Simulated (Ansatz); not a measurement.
# Cl2H2Si: the cost of one run

Computed with Ansatz 0.2.0, Gaussian basis. Level: PBE0-D4/def2-TZVP structures, single points in def2-TZVPP, no counterpoise correction.

Levels: SPW92, PBE-D4, BLYP-D4, r2SCAN-D4, B97M-V, PBE0-D4, B3LYP-D4, r2SCAN0-D4, BHLYP-D4, CAM-B3LYP-D4, wB97X-V, wB97M-V, B2PLYP, PBE-QIDH, RPA on PBE, Hartree-Fock, MP2, CCSD, CCSD(T).

Correlated methods freeze the cores. B3LYP uses VWN-RPA correlation. B2PLYP carries no dispersion term here.

94 further runs of the same task are left out: 94 set aside as unsound or not needed.

### 1 The starting structure

The complex: 11 atoms, charge 0, spin multiplicity 1.

Atoms are counted from 1 here; the program's logs count them from 0.

Bond lengths: Si1–H2 1.470 Å, Si1–Cl3 2.059 Å, Si1–Cl4 2.058 Å, Si1–H5 1.471 Å, H6–O7 0.961 Å, O7–C8 1.415 Å, C8–H9 1.090 Å, C8–H10 1.095 Å, C8–H11 1.095 Å. Angles: H2–Si1–Cl3 106.0°, H2–Si1–Cl4 110.2°, H2–Si1–H5 117.3°, Cl3–Si1–Cl4 106.5°, Cl3–Si1–H5 105.7°, Cl4–Si1–H5 110.3°, H6–O7–C8 108.4°, O7–C8–H9 107.0°, O7–C8–H10 111.8°, O7–C8–H11 111.6°, H9–C8–H10 108.7°, H9–C8–H11 108.4°, H10–C8–H11 109.3°.

Geometry (Å):

```mol
CH6Cl2OSi
  3D, bonds by distance, orders not assigned

 11  9  0  0  0  0  0  0  0  0999 V2000
    0.3610   -1.4128   -1.0203 Si  0  0
    1.7679   -1.3160   -0.6052 H   0  0
    0.2978   -2.8615   -2.4818 Cl  0  0
   -0.7929   -2.1025    0.5375 Cl  0  0
   -0.2505   -0.2163   -1.6187 H   0  0
    0.7249    0.2504    1.5406 H   0  0
    0.6592    0.7103    0.6995 O   0  0
   -0.4705    1.5616    0.7433 C   0  0
   -0.5264    2.0673   -0.2204 H   0  0
   -1.3978    0.9996    0.8984 H   0  0
   -0.3727    2.3198    1.5268 H   0  0
  1  2  8  0
  1  3  8  0
  1  4  8  0
  1  5  8  0
  6  7  8  0
  7  8  8  0
  8  9  8  0
  8 10  8  0
  8 11  8  0
M  END
```

Its parts: SiH2Cl2 holds atoms 1, 2, 3, 4, 5; CH4O holds atoms 6, 7, 8, 9, 10, 11. Each part counts its atoms afresh in its own runs.

### 2 Relaxing SiH2Cl2 alone

File relax-a/in.yaml:

```yaml
crystal:
  periodic: [false, false, false]
  atoms:
    - {symbol: Si, position_ang: [0.360992, -1.412792, -1.020271]}
    - {symbol: H, position_ang: [1.767935, -1.315966, -0.605152]}
    - {symbol: Cl, position_ang: [0.297759, -2.861545, -2.481770]}
    - {symbol: Cl, position_ang: [-0.792922, -2.102473, 0.537457]}
    - {symbol: H, position_ang: [-0.250481, -0.216328, -1.618679]}
basis:
  gaussian: {orbitals: def2-TZVP}
hamiltonian: {xc: pbe0, dispersion: d4}
relax: {f_tol: 0.005, max_steps: 200}
```

Run with:

```sh
$ ansatz run in.yaml --threads 8 --pin off --events-out ev --progress --plain --max-ram 19148MiB
```

**Question.** How long does this run take on 8 threads of Intel Xeon 6975P-C, shared host?

About 2.7 s.
